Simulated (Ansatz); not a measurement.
**CH7NSSiTe: two geometries relaxed**

Are the two ends of the inversion of the pyramid at N3 separate minima, and which lies lower? Each is relaxed from a guess. SMILES of the start: C[Si](N)(S)[TeH].

Method: RHF/def2-SVP, in Ansatz 0.2.0.

### Step 1. The structure to begin with

Bond lengths: C1–Si2 1.800 Å, Si2–N3 1.786 Å, Si2–S4 2.126 Å, Si2–Te5 2.486 Å, C1–H6 1.135 Å, C1–H7 1.147 Å, C1–H8 1.079 Å, N3–H9 1.011 Å, N3–H10 1.088 Å, S4–H11 1.469 Å, Te5–H12 1.702 Å. Angles (14 of 17 angles, heavy atoms first): C1–Si2–N3 108.0°, C1–Si2–S4 111.5°, C1–Si2–Te5 109.6°, N3–Si2–S4 109.8°, N3–Si2–Te5 109.8°, S4–Si2–Te5 108.1°, Si2–C1–H6 113.0°, Si2–C1–H7 110.5°, Si2–C1–H8 112.8°, Si2–N3–H9 105.4°, Si2–N3–H10 104.3°, Si2–S4–H11 91.9°, Si2–Te5–H12 91.1°, H6–C1–H7 104.6°.

Structure file:

```xyz
12

C    -1.2477    0.7163   -0.2622
Si    0.2184   -0.0890    0.4033
N     0.6273   -1.4603   -0.6659
S    -0.1102   -0.7938    2.3817
Te    2.1063    1.5281    0.4614
H    -1.0839    1.1518   -1.2976
H    -1.5414    1.6148    0.3870
H    -2.0985    0.0558   -0.3181
H     0.9069   -1.0428   -1.5427
H     1.5405   -1.8706   -0.2396
H    -1.2387   -1.6286    1.9480
H     1.9980    1.7631   -1.2212
```

### Step 2. Relaxing end A

input.yaml

```yaml
crystal:
  periodic: [false, false, false]
  atoms:
    - { symbol: C, position_ang: [-1.2477, 0.7163, -0.2622] }
    - { symbol: Si, position_ang: [0.2184, -0.089, 0.4033] }
    - { symbol: "N", position_ang: [0.6273, -1.4603, -0.6659] }
    - { symbol: S, position_ang: [-0.1102, -0.7938, 2.3817] }
    - { symbol: Te, position_ang: [2.1063, 1.5281, 0.4614] }
    - { symbol: H, position_ang: [-1.0839, 1.1518, -1.2976] }
    - { symbol: H, position_ang: [-1.5414, 1.6148, 0.387] }
    - { symbol: H, position_ang: [-2.0985, 0.0558, -0.3181] }
    - { symbol: H, position_ang: [0.9069, -1.0428, -1.5427] }
    - { symbol: H, position_ang: [1.5405, -1.8706, -0.2396] }
    - { symbol: H, position_ang: [-1.2387, -1.6286, 1.948] }
    - { symbol: H, position_ang: [1.998, 1.7631, -1.2212] }
basis:
  gaussian: { orbitals: def2-SVP }
hamiltonian:
  xc: hf
relax:
  f_tol: 0.015
  max_steps: 40
output:
  orbitals: {}
```

Launch:

```
ansatz run input.yaml --threads 2 --pin off --max-ram 3072MiB --backend cpu --events-out ev --progress --plain --runs-dir out
```

Standard output, cut to the lines that bear on the results:

```text
Warning: RAYON_NUM_THREADS=2 ignored (pool sized by the plan → 2); use --threads N
[...]
Functional definition: HF
[...]
1433 factors; integrals over basis functions are off by at most 3.7e-4 eV
[...]
mean field -28561.79533860 eV, -1049.6266188134 hartree, gradient 2.3e-5 eV, S^2 0.000000; 0 other end points of the search recorded, 0 dependent functions left out
[...]
reference -28561.79533860 eV, -1049.6266188134 hartree; 37, 37 occupied and 88, 88 virtual orbitals, 1433 factors
relax step   1: F+E_penalty+E_count = -28561.79533860 eV  Δ(F+E_penalty+E_count) = +0.000e0 eV  max|allowed force component| = 3.225e0 eV/Å  Δτ_max = 0.0000 Å  (34 SCF iters, accepted)
[...]
relax step   3: F+E_penalty+E_count = -28562.41142274 eV  Δ(F+E_penalty+E_count) = -7.996e-2 eV  max|allowed force component| = 9.039e-1 eV/Å  Δτ_max = 0.1686 Å  (34 SCF iters, accepted)
[...]
relax step   5: F+E_penalty+E_count = -28562.56024102 eV  Δ(F+E_penalty+E_count) = -2.018e-2 eV  max|allowed force component| = 4.415e-1 eV/Å  Δτ_max = 0.1570 Å  (34 SCF iters, accepted)
[...]
relax step   7: F+E_penalty+E_count = -28562.57393408 eV  Δ(F+E_penalty+E_count) = -5.762e-3 eV  max|allowed force component| = 1.276e-1 eV/Å  Δτ_max = 0.0820 Å  (34 SCF iters, accepted)
[...]
relax step   9: F+E_penalty+E_count = -28562.57720421 eV  Δ(F+E_penalty+E_count) = -2.670e-3 eV  max|allowed force component| = 8.414e-2 eV/Å  Δτ_max = 0.0151 Å  (35 SCF iters, accepted)
[...]
relax step  10: F+E_penalty+E_count = -28562.57938739 eV  Δ(F+E_penalty+E_count) = -2.183e-3 eV  max|allowed force component| = 8.122e-2 eV/Å  Δτ_max = 0.1404 Å  (34 SCF iters, accepted)
[...]
1433 factors; integrals over basis functions are off by at most 5.0e-4 eV
```

### Step 3. The log goes on: end point A relaxed

The log, continued, cut to the lines that bear on the results:

```text
mean field -28562.57744359 eV, -1049.6553606415 hartree, gradient 4.8e-5 eV, S^2 0.000000; 0 other end points of the search recorded, 0 dependent functions left out
[...]
reference -28562.57744359 eV, -1049.6553606415 hartree; 37, 37 occupied and 88, 88 virtual orbitals, 1433 factors
relax step  11: F+E_penalty+E_count = -28562.57744359 eV  Δ(F+E_penalty+E_count) = +1.944e-3 eV  max|allowed force component| = 3.211e-1 eV/Å  Δτ_max = 0.1048 Å  (34 SCF iters, rejected (line search))
[...]
relax step  16: F+E_penalty+E_count = -28562.58179180 eV  Δ(F+E_penalty+E_count) = +3.646e-5 eV  max|allowed force component| = 5.181e-2 eV/Å  Δτ_max = 0.0118 Å  (28 SCF iters, rejected (line search))
[...]
relax step  17: F+E_penalty+E_count = -28562.58187567 eV  Δ(F+E_penalty+E_count) = -4.740e-5 eV  max|allowed force component| = 8.453e-3 eV/Å  Δτ_max = 0.0059 Å  (27 SCF iters, accepted)
[...]
Atom 2 at     0.577196    -1.470175    -0.565135 Å, force     0.006509    -0.004745     0.001724 eV/Å
Atom 3 at    -0.095505    -0.674678     2.409543 Å, force     0.000810    -0.001142    -0.000867 eV/Å
Atom 4 at     2.165027     1.576062     0.647864 Å, force    -0.000005    -0.000169    -0.001376 eV/Å
Atom 5 at    -0.975485     1.154687    -1.426917 Å, force    -0.000173    -0.001278     0.001996 eV/Å
Atom 6 at    -1.529450     1.656293     0.175950 Å, force    -0.000611    -0.000027    -0.000728 eV/Å
Atom 7 at    -2.064863     0.108408    -0.500693 Å, force     0.000277     0.001050    -0.000163 eV/Å
Atom 8 at     0.391133    -1.476585    -1.549903 Å, force    -0.000634     0.000180    -0.000417 eV/Å
Atom 9 at     1.351650    -2.064584    -0.338922 Å, force    -0.002428    -0.000340    -0.001683 eV/Å
Atom 10 at    -0.715248    -1.817073     2.097798 Å, force    -0.001351    -0.000771     0.001752 eV/Å
Atom 11 at     1.953033     2.220795    -0.857460 Å, force    -0.000080    -0.000052     0.001585 eV/Å
Dipole moment:    -0.235095    -0.347834    -0.574898 e Å
```

Wall time 36 s (2 threads of Intel Xeon 6975P-C (Granite Rapids), shared host); peak memory 0.34 GiB.

The steps of the relaxation:

```
step  energy from step 1 (eV)  largest force component (eV/Å)
   1                   0.0000                          3.2247
   2                  -0.5361                          1.3041
   3                  -0.6161                          0.9039
   4                  -0.7447                          0.3888
   5                  -0.7649                          0.4415
   6                  -0.7728                          0.1685
   7                  -0.7786                          0.1276
   8                  -0.7792                          0.3008
   9                  -0.7819                          0.0841
  10                  -0.7840                          0.0812
 11x                  -0.7821                          0.3211
  12                  -0.7847                          0.0834
  13                  -0.7854                          0.0863
  14                  -0.7864                          0.0433
  15                  -0.7865                          0.0243
 16x                  -0.7865                          0.0518
  17                  -0.7865                          0.0085
```

Step 1 is the start. 2 steps were tried and not accepted (marked x).

After: Bond lengths: C1–Si2 1.874 Å, Si2–N3 1.716 Å, Si2–S4 2.159 Å, Si2–Te5 2.546 Å, C1–H6 1.093 Å, C1–H7 1.090 Å, C1–H8 1.093 Å, N3–H9 1.002 Å, N3–H10 1.002 Å, S4–H11 1.337 Å, Te5–H12 1.651 Å. Angles (14 of 17 angles, heavy atoms first): C1–Si2–N3 107.6°, C1–Si2–S4 114.0°, C1–Si2–Te5 109.8°, N3–Si2–S4 108.3°, N3–Si2–Te5 116.1°, S4–Si2–Te5 101.2°, Si2–C1–H6 111.2°, Si2–C1–H7 110.7°, Si2–C1–H8 109.9°, Si2–N3–H9 120.1°, Si2–N3–H10 120.9°, Si2–S4–H11 95.3°, Si2–Te5–H12 93.1°, H6–C1–H7 108.2°.

### Step 4. End point B

The second end starts from a geometry with the move made by hand.

input.yaml, as its differences from that of step 2:

```diff
@@ -11,4 +11,4 @@
     - { symbol: H, position_ang: [-2.0985, 0.0558, -0.3181] }
-    - { symbol: H, position_ang: [0.9069, -1.0428, -1.5427] }
-    - { symbol: H, position_ang: [1.5405, -1.8706, -0.2396] }
+    - { symbol: H, position_ang: [-0.03296, -1.4114, -1.42939] }
+    - { symbol: H, position_ang: [0.34069, -2.34114, -0.09496] }
     - { symbol: H, position_ang: [-1.2387, -1.6286, 1.948] }
```

Launch:

```
ansatz run input.yaml --threads 2 --pin off --max-ram 3072MiB --backend cpu --events-out ev --progress --plain --runs-dir out
```

Standard output, cut to the lines that bear on the results:

```text
Warning: RAYON_NUM_THREADS=2 ignored (pool sized by the plan → 2); use --threads N
[...]
[... 1 set-up line as earlier in the session ...]
[...]
1433 factors; integrals over basis functions are off by at most 3.7e-4 eV
[...]
mean field -28561.61624559 eV, -1049.6200372666 hartree, gradient 1.4e-5 eV, S^2 0.000000; 0 other end points of the search recorded, 0 dependent functions left out
[...]
reference -28561.61624559 eV, -1049.6200372666 hartree; 37, 37 occupied and 88, 88 virtual orbitals, 1433 factors
relax step   1: F+E_penalty+E_count = -28561.61624559 eV  Δ(F+E_penalty+E_count) = +0.000e0 eV  max|allowed force component| = 3.327e0 eV/Å  Δτ_max = 0.0000 Å  (35 SCF iters, accepted)
[...]
relax step   4: F+E_penalty+E_count = -28562.47501752 eV  Δ(F+E_penalty+E_count) = -1.506e-1 eV  max|allowed force component| = 4.888e-1 eV/Å  Δτ_max = 0.1999 Å  (34 SCF iters, accepted)
[...]
relax step   7: F+E_penalty+E_count = -28562.54936810 eV  Δ(F+E_penalty+E_count) = +3.732e-3 eV  max|allowed force component| = 3.607e-1 eV/Å  Δτ_max = 0.1913 Å  (34 SCF iters, rejected (line search))
[...]
relax step  10: F+E_penalty+E_count = -28562.57113968 eV  Δ(F+E_penalty+E_count) = -3.142e-3 eV  max|allowed force component| = 4.108e-2 eV/Å  Δτ_max = 0.0472 Å  (34 SCF iters, accepted)
[...]
relax step  11: F+E_penalty+E_count = -28562.57301386 eV  Δ(F+E_penalty+E_count) = -1.874e-3 eV  max|allowed force component| = 2.295e-1 eV/Å  Δτ_max = 0.0495 Å  (35 SCF iters, accepted)
[...]
relax step  12: F+E_penalty+E_count = -28562.57152195 eV  Δ(F+E_penalty+E_count) = +1.492e-3 eV  max|allowed force component| = 4.344e-1 eV/Å  Δτ_max = 0.0656 Å  (35 SCF iters, rejected (line search))
[...]
1433 factors; integrals over basis functions are off by at most 3.4e-4 eV
mean field -28562.57515288 eV, -1049.6552764596 hartree, gradient 4.4e-5 eV, S^2 0.000000; 0 other end points of the search recorded, 0 dependent functions left out
[...]
reference -28562.57515288 eV, -1049.6552764596 hartree; 37, 37 occupied and 88, 88 virtual orbitals, 1433 factors
```

### Step 5. The log goes on: end point B relaxed

The log, continued:

```text
relax step  13: F+E_penalty+E_count = -28562.57515288 eV  Δ(F+E_penalty+E_count) = -2.139e-3 eV  max|allowed force component| = 1.265e-1 eV/Å  Δτ_max = 0.0328 Å  (34 SCF iters, accepted)
these checks for a lower state are left out or cut short: starts, cluster_reference, orbital_swaps, neighbouring_geometries, increment
1433 factors; integrals over basis functions are off by at most 3.3e-4 eV
mean field evaluation 96: about -28562.4836 eV, gradient 1.6e0 eV
mean field -28562.57677098 eV, -1049.6553359235 hartree, gradient 4.4e-5 eV, S^2 0.000000; 0 other end points of the search recorded, 0 dependent functions left out
the calculation of the forces begins
reference -28562.57677098 eV, -1049.6553359235 hartree; 37, 37 occupied and 88, 88 virtual orbitals, 1433 factors
relax step  14: F+E_penalty+E_count = -28562.57677098 eV  Δ(F+E_penalty+E_count) = -1.618e-3 eV  max|allowed force component| = 3.321e-2 eV/Å  Δτ_max = 0.0371 Å  (35 SCF iters, accepted)
these checks for a lower state are left out or cut short: starts, cluster_reference, orbital_swaps, neighbouring_geometries, increment
1433 factors; integrals over basis functions are off by at most 3.3e-4 eV
mean field -28562.57842882 eV, -1049.6553968482 hartree, gradient 4.4e-5 eV, S^2 0.000000; 0 other end points of the search recorded, 0 dependent functions left out
the calculation of the forces begins
reference -28562.57842882 eV, -1049.6553968482 hartree; 37, 37 occupied and 88, 88 virtual orbitals, 1433 factors
relax step  15: F+E_penalty+E_count = -28562.57842882 eV  Δ(F+E_penalty+E_count) = -1.658e-3 eV  max|allowed force component| = 5.069e-2 eV/Å  Δτ_max = 0.0559 Å  (35 SCF iters, accepted)
these checks for a lower state are left out or cut short: starts, cluster_reference, orbital_swaps, neighbouring_geometries, increment
1433 factors; integrals over basis functions are off by at most 3.5e-4 eV
mean field -28562.57946033 eV, -1049.6554347556 hartree, gradient 4.5e-5 eV, S^2 0.000000; 0 other end points of the search recorded, 0 dependent functions left out
the calculation of the forces begins
reference -28562.57946033 eV, -1049.6554347556 hartree; 37, 37 occupied and 88, 88 virtual orbitals, 1433 factors
relax step  16: F+E_penalty+E_count = -28562.57946033 eV  Δ(F+E_penalty+E_count) = -1.032e-3 eV  max|allowed force component| = 1.158e-1 eV/Å  Δτ_max = 0.0806 Å  (35 SCF iters, accepted)
these checks for a lower state are left out or cut short: starts, cluster_reference, orbital_swaps, neighbouring_geometries, increment
1433 factors; integrals over basis functions are off by at most 3.5e-4 eV
mean field -28562.58027313 eV, -1049.6554646252 hartree, gradient 2.7e-5 eV, S^2 0.000000; 0 other end points of the search recorded, 0 dependent functions left out
the calculation of the forces begins
reference -28562.58027313 eV, -1049.6554646252 hartree; 37, 37 occupied and 88, 88 virtual orbitals, 1433 factors
relax step  17: F+E_penalty+E_count = -28562.58027313 eV  Δ(F+E_penalty+E_count) = -8.128e-4 eV  max|allowed force component| = 9.714e-2 eV/Å  Δτ_max = 0.0309 Å  (28 SCF iters, accepted)
these checks for a lower state are left out or cut short: starts, cluster_reference, orbital_swaps, neighbouring_geometries, increment
1433 factors; integrals over basis functions are off by at most 3.6e-4 eV
mean field evaluation 128: about -28562.5811 eV, gradient 1.0e-5 eV
mean field -28562.58112726 eV, -1049.6554960140 hartree, gradient 4.4e-5 eV, S^2 0.000000; 0 other end points of the search recorded, 0 dependent functions left out
the calculation of the forces begins
reference -28562.58112726 eV, -1049.6554960140 hartree; 37, 37 occupied and 88, 88 virtual orbitals, 1433 factors
relax step  18: F+E_penalty+E_count = -28562.58112726 eV  Δ(F+E_penalty+E_count) = -8.541e-4 eV  max|allowed force component| = 5.835e-2 eV/Å  Δτ_max = 0.0607 Å  (35 SCF iters, accepted)
these checks for a lower state are left out or cut short: starts, cluster_reference, orbital_swaps, neighbouring_geometries, increment
1433 factors; integrals over basis functions are off by at most 3.4e-4 eV
mean field -28562.58172518 eV, -1049.6555179869 hartree, gradient 4.5e-5 eV, S^2 0.000000; 0 other end points of the search recorded, 0 dependent functions left out
the calculation of the forces begins
reference -28562.58172518 eV, -1049.6555179869 hartree; 37, 37 occupied and 88, 88 virtual orbitals, 1433 factors
relax step  19: F+E_penalty+E_count = -28562.58172518 eV  Δ(F+E_penalty+E_count) = -5.979e-4 eV  max|allowed force component| = 3.032e-2 eV/Å  Δτ_max = 0.0381 Å  (35 SCF iters, accepted)
these checks for a lower state are left out or cut short: starts, cluster_reference, orbital_swaps, neighbouring_geometries, increment
1433 factors; integrals over basis functions are off by at most 3.5e-4 eV
mean field -28562.58185552 eV, -1049.6555227769 hartree, gradient 2.5e-5 eV, S^2 0.000000; 0 other end points of the search recorded, 0 dependent functions left out
the calculation of the forces begins
reference -28562.58185552 eV, -1049.6555227769 hartree; 37, 37 occupied and 88, 88 virtual orbitals, 1433 factors
relax step  20: F+E_penalty+E_count = -28562.58185552 eV  Δ(F+E_penalty+E_count) = -1.303e-4 eV  max|allowed force component| = 1.366e-2 eV/Å  Δτ_max = 0.0117 Å  (28 SCF iters, accepted)
1433 factors; integrals over basis functions are off by at most 3.5e-4 eV
mean field -28562.58185552 eV, -1049.6555227769 hartree, gradient 2.5e-5 eV, S^2 0.000000; 1 other end points of the search recorded, 0 dependent functions left out
the calculation of the forces begins
reference -28562.58185552 eV, -1049.6555227769 hartree; 37, 37 occupied and 88, 88 virtual orbitals, 1433 factors
Total energy: -28562.58185552 eV, -1049.6555227769 hartree
Atom 0 at    -1.327570     0.850726    -0.354670 Å, force     0.006866    -0.003928     0.002952 eV/Å
Atom 1 at     0.076059    -0.153422     0.375292 Å, force    -0.006304    -0.000811    -0.013659 eV/Å
Atom 2 at     0.200165    -1.605856    -0.531303 Å, force     0.001730     0.002559     0.009572 eV/Å
Atom 3 at    -0.205174    -0.669959     2.452732 Å, force     0.004520    -0.000796     0.001928 eV/Å
Atom 4 at     2.183887     1.269901     0.498970 Å, force    -0.003130    -0.002611     0.003023 eV/Å
Atom 5 at    -1.104956     1.151513    -1.381489 Å, force    -0.000775     0.002146     0.000255 eV/Å
Atom 6 at    -1.503358     1.751169     0.234156 Å, force    -0.001201     0.002153    -0.001634 eV/Å
Atom 7 at    -2.244453     0.256014    -0.362282 Å, force     0.000826     0.001540     0.000115 eV/Å
Atom 8 at    -0.049202    -1.615449    -1.501908 Å, force     0.000779    -0.000313    -0.000727 eV/Å
Atom 9 at     0.916721    -2.277981    -0.333997 Å, force    -0.000396     0.000306    -0.001411 eV/Å
Atom 10 at    -0.965624    -1.742131     2.211015 Å, force    -0.001253    -0.000700     0.000287 eV/Å
Atom 11 at     1.960834     1.891136    -1.014465 Å, force    -0.001661     0.000455    -0.000700 eV/Å
Dipole moment:    -0.306315    -0.333121    -0.550174 e Å
```

It took 42 s on 2 threads of Intel Xeon 6975P-C (Granite Rapids), shared host; peak memory 0.34 GiB.

The steps of the relaxation:

```
step  energy from step 1 (eV)  largest force component (eV/Å)
   1                   0.0000                          3.3266
   2                  -0.5507                          1.1991
   3                  -0.7081                          1.0451
   4                  -0.8588                          0.4888
   5                  -0.9141                          0.3818
   6                  -0.9369                          0.2193
  7x                  -0.9331                          0.3607
   8                  -0.9518                          0.0595
  9x                  -0.9472                          0.7799
  10                  -0.9549                          0.0411
  11                  -0.9568                          0.2295
 12x                  -0.9553                          0.4344
  13                  -0.9589                          0.1265
  14                  -0.9605                          0.0332
  15                  -0.9622                          0.0507
  16                  -0.9632                          0.1158
  17                  -0.9640                          0.0971
  18                  -0.9649                          0.0584
  19                  -0.9655                          0.0303
  20                  -0.9656                          0.0137
```

Step 1 is the start. 3 steps were tried and not accepted (marked x).

After: Bond lengths: C1–Si2 1.874 Å, Si2–N3 1.717 Å, Si2–S4 2.159 Å, Si2–Te5 2.546 Å, C1–H6 1.093 Å, C1–H7 1.090 Å, C1–H8 1.093 Å, N3–H9 1.002 Å, N3–H10 1.002 Å, S4–H11 1.337 Å, Te5–H12 1.651 Å. Angles (14 of 17 angles, heavy atoms first): C1–Si2–N3 107.6°, C1–Si2–S4 113.9°, C1–Si2–Te5 109.8°, N3–Si2–S4 108.4°, N3–Si2–Te5 116.0°, S4–Si2–Te5 101.2°, Si2–C1–H6 111.2°, Si2–C1–H7 110.7°, Si2–C1–H8 109.8°, Si2–N3–H9 120.1°, Si2–N3–H10 121.0°, Si2–S4–H11 95.3°, Si2–Te5–H12 93.1°, H6–C1–H7 108.2°.

### Step 6. Outcome

| quantity | value |
| --- | --- |
| end A | 14 moves, 0.787 eV lower |
| end B | 16 moves, 0.966 eV lower |
| largest difference between the ends | 0.01 Å |
| end B relative to end A | +0.000 eV |

**Reading.** Both starts fell into the same minimum (no atom differs by more than 0.01 Å), so from this start no second minimum was found and no band was run; another arrangement could still be one.
